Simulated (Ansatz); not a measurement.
Working through harmonic frequencies at the relaxed geometry of H6N2SeSi, SMILES N[SiH](N)[SeH]

With Ansatz 0.2.0 through its Python package.

Typed at the interpreter:
```pycon
>>> import itertools
>>> import ansatz as az
>>> from ase import Atoms
>>> from ase.data import atomic_numbers, covalent_radii
>>> from ase.thermochemistry import IdealGasThermo
>>> import numpy as np
>>> atoms = Atoms(["N", "Si", "N", "Se", "H", "H", "H", "H", "H", "H"], positions=[
...     [-1.3124, 0.7779, -0.0058],
...     [0.2032, -0.0079, 0.2205],
...     [-0.1088, -1.7462, 0.4955],
...     [1.5734, 0.2681, -1.6431],
...     [-1.7822, 0.4155, -0.9021],
...     [-1.1448, 1.8398, -0.2234],
...     [0.9233, 0.5807, 1.3855],
...     [0.8964, -2.1602, 0.6875],
...     [-0.618, -1.8041, 1.4388],
...     [1.453, 1.7853, -1.4504],
... ])
>>> geometry = az.Crystal.molecule_from_ase(atoms)
>>> model = (
...     geometry.calculation()
...     .basis(gaussian="def2-SVP")
...     .functional("hf")
... )
>>> symbols = [site.symbol for site in geometry.cartesian_sites]
>>> start = np.array([site.position_ang for site in geometry.cartesian_sites], dtype=float)
>>> data = model.relax(force_tolerance=0.003, max_steps=100).run(threads=1).report

>>> end = np.array(data["positions_ang"])
>>> # pairs closer than 1.2 times the sum of covalent radii, before or after
>>> radius = [covalent_radii[atomic_numbers[s]] for s in symbols]
>>> span = lambda where, i, j: np.linalg.norm(where[i] - where[j])
>>> bonded = [(i, j) for i, j in itertools.combinations(range(len(symbols)), 2) if min(span(start, i, j), span(end, i, j)) < 1.2 * (radius[i] + radius[j])]
>>> print("pair        before    after (A)")
pair        before    after (A)
>>> for i, j in bonded:
...     print(f"{symbols[i]}{i}-{symbols[j]}{j}".ljust(10), f"{span(start, i, j):8.4f} {span(end, i, j):8.4f}")
...
N0-Si1       1.7221   1.7123
N0-H4        1.0749   1.0020
N0-H5        1.0968   1.0012
Si1-N2       1.7874   1.7095
Si1-Se3      2.3295   2.3149
Si1-H6       1.4907   1.4788
N2-H7        1.1039   1.0002
N2-H8        1.0735   1.0013
Se3-H9       1.5341   1.4553
>>> # same settings at the minimum
>>> minimum = az.Crystal.molecule()
>>> for symbol, place in zip(symbols, end):
...     minimum = minimum.atom(symbol, place.tolist())
...
>>> vibrating = (
...     minimum.calculation()
...     .basis(gaussian="def2-SVP")
...     .functional("hf")
...     .phonons(temperatures=(100, 500, 100))
... )
>>> vib = vibrating.run(threads=1).report["vibrations"]
>>> sums = vib["harmonic_sums"]
>>> modes = [m["omega_inv_cm"] for m in sums["modes_at_gamma"] if m["rigid_motion"] == "no"]
>>> for number, w in enumerate(modes, start=1):
...     print(f"mode {number:2d} {w:9.1f} 1/cm {w / 8065.544 * 1000:8.2f} meV")
...
mode  1     156.6 1/cm    19.42 meV
mode  2     187.2 1/cm    23.21 meV
mode  3     227.2 1/cm    28.17 meV
mode  4     277.2 1/cm    34.37 meV
mode  5     300.6 1/cm    37.26 meV
mode  6     376.9 1/cm    46.73 meV
mode  7     403.8 1/cm    50.06 meV
mode  8     405.8 1/cm    50.31 meV
mode  9     483.7 1/cm    59.97 meV
mode 10     704.5 1/cm    87.34 meV
mode 11     799.0 1/cm    99.07 meV
mode 12     843.4 1/cm   104.57 meV
mode 13     868.7 1/cm   107.70 meV
mode 14     937.5 1/cm   116.24 meV
mode 15     944.0 1/cm   117.04 meV
mode 16    1020.3 1/cm   126.50 meV
mode 17    1674.0 1/cm   207.56 meV
mode 18    1684.8 1/cm   208.89 meV
mode 19    2332.6 1/cm   289.20 meV
mode 20    2585.4 1/cm   320.55 meV
mode 21    3792.9 1/cm   470.26 meV
mode 22    3801.0 1/cm   471.26 meV
mode 23    3891.2 1/cm   482.45 meV
mode 24    3906.5 1/cm   484.34 meV
>>> print("imaginary modes:", sum(w < 0 for w in modes), " zero-point energy:", round(sums["zero_point_energy_ev"], 4), "eV")
imaginary modes: 0  zero-point energy: 2.0212 eV
>>> # rigid rotor and ideal gas, symmetry number taken as one
>>> gas = IdealGasThermo(vib_energies=[w / 8065.544 for w in modes if w > 0], geometry="linear" if len(modes) == 3 * len(symbols) - 5 else "nonlinear",
...                      atoms=Atoms(symbols, positions=end), symmetrynumber=1, spin=0.0)
>>> print(f"H(298 K) - E = {gas.get_enthalpy(298.15, verbose=False):.4f} eV")
H(298 K) - E = 2.2391 eV
>>> print(f"S(298 K, 1 bar) = {96485.33 * gas.get_entropy(298.15, 1e5, verbose=False):.1f} J/(mol K) with symmetry number 1")
S(298 K, 1 bar) = 345.6 J/(mol K) with symmetry number 1
```

Notes:
- The frequencies are harmonic and unscaled, in a modest basis. The result belongs to the one conformer reached from this start, and soft torsions count as harmonic oscillators.
- The entropy takes a symmetry number of 1; a symmetric molecule's is lower by R ln(sigma).
- Hardware and time: 2.9 min on 1 thread of Arm Neoverse V2, with other jobs on the host, peak memory 0.36 GiB.

(Lines on the test bed's own set-up are left out of the output.)
